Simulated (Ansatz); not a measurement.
Geometry optimisation, Ansatz, DFT PBE, scalar-relativistic, plane waves, PAW.

input.yaml

```yaml
crystal:
  lattice:
    - [0.0, 3.57, 3.57]
    - [3.57, 0.0, 3.57]
    - [3.57, 3.57, 0.0]
  atoms:
    - { symbol: C, position: [0.0, 0.0, 0.0] }
    - { symbol: C, position: [0.125, 0.125, 0.125] }
    - { symbol: C, position: [0.0, 0.0, 0.5] }
    - { symbol: C, position: [0.125, 0.125, 0.625] }
    - { symbol: C, position: [0.0, 0.5, 0.0] }
    - { symbol: C, position: [0.125, 0.625, 0.125] }
    - { symbol: C, position: [0.0, 0.5, 0.5] }
    - { symbol: C, position: [0.125, 0.625, 0.625] }
    - { symbol: C, position: [0.5, 0.0, 0.0] }
    - { symbol: C, position: [0.625, 0.125, 0.125] }
    - { symbol: C, position: [0.5, 0.0, 0.5] }
    - { symbol: C, position: [0.625, 0.125, 0.625] }
    - { symbol: C, position: [0.5, 0.5, 0.0] }
    - { symbol: C, position: [0.625, 0.625, 0.125] }
    - { symbol: C, position: [0.5, 0.5, 0.5] }
    - { symbol: C, position: [0.625, 0.625, 0.625] }
    - { symbol: H, position: [0.3909183, 0.8779427, 0.8764986] }
total_charge: 1
basis:
  ecutwfc: 420.0
kpoints:
  mp_grid: { grid: [3, 3, 3] }
hamiltonian:
  xc: pbe
  pseudopotentials: { kind: paw, azcp: { folder: soft_1 } }
scf:
  occupations: { method: gaussian, width: 0.05 }
  lower_state_search: "off"
relax:
  f_tol: 0.03
  max_steps: 60
  adjacent_minimum: "off"
output:
  write_density: true
  write_potential: true
  elf: true
  volumetric_format: npy
```

Launched with:

```bash
$ ansatz run input.yaml --threads 1 --pin off --max-ram 3072MiB --backend cpu --events-out ev --progress --plain --runs-dir out
```

Task: Where does it end, and by what steps?

Result: The run converged. The force dipped under the threshold on the way, but the program's further checks kept it going. Limits of this set-up: a small cell, in which the defect meets its images, charged cell in a uniform background, uncorrected. After 9 steps the energy has fallen by 0.919 eV; H17 moved furthest, 0.80 Å. Joined: C9–H17 (1.46 → 1.18 Å), C12–H17 (1.72 → 1.18 Å).

| step | energy less start (eV) | largest force component (eV/Å) | accepted |
| --- | --- | --- | --- |
| 0 | 0.0000 | 1.345 | yes |
| 1 | -0.1097 | 0.437 | yes |
| 2 | -0.1730 | 0.663 | yes |
| 3 | -0.3505 | 0.926 | yes |
| 4 | -0.4824 | 1.792 | yes |
| 5 | -0.7714 | 0.754 | yes |
| 6 | -0.8933 | 0.408 | yes |
| 7 | -0.9124 | 0.224 | yes |
| 8 | -0.9188 | 0.027 | yes |
| 9 | -0.9188 | 0.027 | yes |

```xyz
17
Lattice="0.0000 3.5700 3.5700 3.5700 0.0000 3.5700 3.5700 3.5700 0.0000" Properties=species:S:1:pos:R:3
C -0.010 -0.020 -0.033
C 0.910 0.864 0.844
C 1.786 1.765 -0.032
C 2.682 2.647 0.860
C 1.803 -0.017 1.740
C 2.685 0.871 2.634
C 3.576 1.759 1.742
C 4.479 2.650 2.618
C 0.093 1.826 1.677
C 0.880 2.650 2.660
C 1.754 3.504 1.748
C 2.619 4.373 2.719
C 1.792 1.760 3.518
C 2.691 2.698 4.380
C 3.603 3.551 3.506
C 4.462 4.440 4.419
H 6.159 4.902 5.230
```

Whether the end is a true minimum wasn't checked by a vibrational analysis.

Run time: 56 s on 1 thread of Arm Neoverse V2, on a shared host, peak memory 0.34 GiB.
